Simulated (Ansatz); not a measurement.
# CH3AlF2Si: small, medium and large basis sets

An exercise on one series of results from a longer session: the logs are not shown, and one member is left open.

Method: one geometry, several basis sets; program: Ansatz 0.2.0, Gaussian basis.

Plan: PBE0-D4/def2-SVP; ωB97M-V/def2-SVP; PBE0-D4/def2-QZVPP; ωB97M-V/def2-QZVPP; the functionals' def2-TZVPP values are taken from earlier runs.

**The relaxed structure**

All runs share one geometry, relaxed beforehand with PBE0-D4 in a triple-zeta def2 set.

SMILES `F[C@@H]1[AlH][Si@@H]1F`, 8 atoms, charge 0, spin multiplicity 1.

Atoms are counted from 1 here; the program's logs count them from 0.

Bond lengths: F1–C2 1.366 Å, C2–Al3 1.949 Å, C2–Si4 1.884 Å, C2–H6 1.135 Å, Al3–Si4 2.381 Å, Al3–H7 1.583 Å, Si4–F5 1.610 Å, Si4–H8 1.490 Å. Angles: F1–C2–Al3 143.0°, F1–C2–Si4 131.9°, F1–C2–H6 109.8°, Al3–C2–Si4 76.8°, Al3–C2–H6 87.8°, Si4–C2–H6 92.7°, C2–Al3–Si4 50.4°, C2–Al3–H7 145.2°, Si4–Al3–H7 162.3°, C2–Si4–Al3 52.8°, C2–Si4–F5 114.7°, C2–Si4–H8 121.0°, Al3–Si4–F5 110.5°, Al3–Si4–H8 142.9°, F5–Si4–H8 104.6°.

Set-up of the first run:

Input file in.yaml:

```yaml
crystal:
  periodic: [false, false, false]
  atoms:
    - {symbol: F, position_ang: [-0.490881, 2.127448, 0.293131]}
    - {symbol: C, position_ang: [-0.111213, 0.817041, 0.351079]}
    - {symbol: Al, position_ang: [1.447433, -0.352639, 0.382256]}
    - {symbol: Si, position_ang: [-0.695078, -0.704959, -0.593816]}
    - {symbol: F, position_ang: [-0.612287, -0.573746, -2.196565]}
    - {symbol: H, position_ang: [-0.407758, 0.374397, 1.353066]}
    - {symbol: H, position_ang: [2.997900, -0.444272, 0.690200]}
    - {symbol: H, position_ang: [-2.036015, -1.300472, -0.335254]}
basis:
  gaussian: {orbitals: def2-SVP}
hamiltonian: {xc: pbe0, dispersion: d4}
output: {orbitals: {seedname: orbitals}}
```

The run is started by

```sh
> ansatz run in.yaml --threads 2 --pin off --events-out ev --progress --plain --max-ram 4352MiB
```

Among the steps run: PBE0-D4 in def2-SVP; ωB97M-V in def2-SVP; PBE0-D4 in def2-QZVPP; ωB97M-V in def2-QZVPP.

One table of the session follows, with a row left open; its other results are not shown here.

It belongs to the step «Density functionals: the series». 

```
functional       basis  HOMO (eV)  LUMO (eV)
   PBE0-D4    def2-SVP      -6.74      -1.95
   PBE0-D4  def2-TZVPP      -6.79      -1.97
   PBE0-D4  def2-QZVPP          ?          ?
   ωB97M-V    def2-SVP      -8.65      -0.19
   ωB97M-V  def2-TZVPP      -8.74      -0.28
   ωB97M-V  def2-QZVPP      -8.77      -0.40
```

**Question.** Estimate the row for PBE0-D4, def2-QZVPP.

The run gave: HOMO (eV): -6.81; LUMO (eV): -2.00. In the column «HOMO (eV)» it lies between ωB97M-V, def2-SVP (-8.65) and PBE0-D4, def2-TZVPP (-6.79).
